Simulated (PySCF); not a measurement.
# C3H9GaN2: the cost of one run

Computed with PySCF 2.14.0 and routines of our own; the level stands in each step. Atoms count from 0.

## 1. The system as given

15 atoms, charge 0, multiplicity 1; geometry from: GFN2-xTB.

## 2. Relaxing the molecule at PBE0-D3(BJ)/def2-SVP

What the job is given:

```
{"job": {"xc": "PBE0", "basis": "def2-SVP", "d3": "d3bj", "grid": 1, "kind": "geom"}, "charge": 0, "multiplicity": 1}
C      2.901058     0.224421    -0.371784
C      1.713986    -0.283703     0.230407
N      0.762918    -0.703737     0.715292
Ga    -1.114970    -1.034088     1.296587
C     -2.020803    -0.213619    -0.313431
N     -1.466352     1.150110    -0.154535
H      3.444142    -0.586652    -0.857077
H      2.630197     0.976657    -1.112604
H      3.533386     0.679520     0.390373
H     -0.973095    -2.548134     1.581539
H     -1.047959    -0.127134     2.544934
H     -3.118992    -0.215173    -0.409672
H     -1.633563    -0.623091    -1.256873
H     -1.737803     1.751829    -0.931296
H     -1.876564     1.560785     0.683779
```

Launch:

```sh
$ OMP_NUM_THREADS=1 python excited_run.py task.json out
```

This one command runs all jobs of the session in turn.

Q: Estimate the wall time and peak memory of this first job on 1 thread of Intel Xeon Platinum 8488C, shared host.

About 2 min, with a peak of 0.64 GiB.
